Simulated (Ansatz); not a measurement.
# Zr2S5: one candidate structure

Where does Zr2S5 go from the start given, random cell with space group P2 (No. 3)?

Computed with Ansatz 0.2.0 (DFT PBE, scalar-relativistic, plane waves, PAW, unless a step's input says otherwise).

### Step 1. The system as given

Symmetry: P2, No. 3, monoclinic system. The conventional cell has a = 4.385 Å, b = 6.463 Å, c = 6.316 Å, α = 90.00°, β = 94.67°, γ = 90.00°. Around Zr (site symmetry 1) lie 2 S at 1.75 to 1.77 Å. Around S (site symmetry 1) lie 2 S at 2.24 to 2.55 Å. S (site symmetry 1) has 1 Zr at 1.77 Å as nearest neighbours. Around S (site symmetry 2) lie 2 Zr at 1.75 Å.

As a file:

```cif
data_structure
_symmetry_space_group_name_H-M 'P 1'
_symmetry_Int_Tables_number 1
_cell_length_a 4.3846
_cell_length_b 6.4628
_cell_length_c 6.3158
_cell_angle_alpha 90.000
_cell_angle_beta 94.672
_cell_angle_gamma 90.000
_cell_volume 178.37
loop_
_atom_site_label
_atom_site_type_symbol
_atom_site_fract_x
_atom_site_fract_y
_atom_site_fract_z
_atom_site_occupancy
Zr1 Zr 0.36529 0.25000 0.75000 1
Zr2 Zr 0.63471 0.25000 0.25000 1
S1 S 0.06941 0.66667 0.33333 1
S2 S 0.93059 0.66667 0.66667 1
S3 S 0.24064 0.00000 0.66667 1
S4 S 0.75936 0.00000 0.33333 1
S5 S 0.50000 0.29215 0.50000 1
```

### Step 2. Rough relaxation on the coarse mesh

File input.yaml:

```yaml
crystal:
  lattice:
    - [4.3845722989, 0.0, 0.0]
    - [0.0, 6.4627921343, 0.0]
    - [-0.5144278201, 0.0, 6.2948109361]
  atoms:
    - { symbol: Zr, position: [0.3652889985, 0.25, 0.75] }
    - { symbol: Zr, position: [0.6347110015, 0.25, 0.25] }
    - { symbol: S, position: [0.0694143343, 0.6666666667, 0.3333333333] }
    - { symbol: S, position: [0.9305856657, 0.6666666667, 0.6666666667] }
    - { symbol: S, position: [0.2406401447, 0.0, 0.6666666667] }
    - { symbol: S, position: [0.7593598553, 0.0, 0.3333333333] }
    - { symbol: S, position: [0.5, 0.2921538755, 0.5] }
basis:
  ecutwfc: 420
kpoints:
  mp_grid: { grid: [4, 4, 4] }
hamiltonian:
  xc: pbe
scf:
  occupations: { method: gaussian, width: 0.1 }
  lower_state_search: "off"
output:
  forces: true
  stress: true
  eigenvalues: true
relax:
  adjacent_minimum: "off"
  f_tol: 0.04
  max_steps: 70
  cell: { stress_tol: 0.4 }
```

Run with:

```bash
$ ansatz run input.yaml --threads 1 --pin off --max-ram 2560MiB --backend cpu --events-out ev --progress --plain --runs-dir out
```

The session goes on with these runs: coarse relaxation; relaxing cell and atoms.

What does the calculation give?

**Answer**, as computed:

Formation energies count from the elements, computed with the same settings in runs not shown here.

```
                          quantity                                                                      value
                              cell  a = 3.419 Å, b = 8.367 Å, c = 7.267 Å, α = 90.00°, β = 90.00°, γ = 90.00°
                       space group                                                              Pmm2 (No. 25)
                            volume                                                              29.70 Å³/atom
                   gap on the mesh                                                                    0.38 eV
formation energy from the elements                                                             -1.075 eV/atom
```

In words: The structure ended in another space group than at the start: P2 to Pmm2. With -1.08 eV/atom it lies under the elements, which doesn't yet make it stable against other compounds of them. Where a structure here is layered, its layers are held mostly by dispersion, which this level lacks, so their spacing and the stiffness across them are unreliable there.

The gaps are Kohn-Sham values of a semilocal functional, not quasiparticle or optical gaps. Such gaps usually fall short of the measured ones.
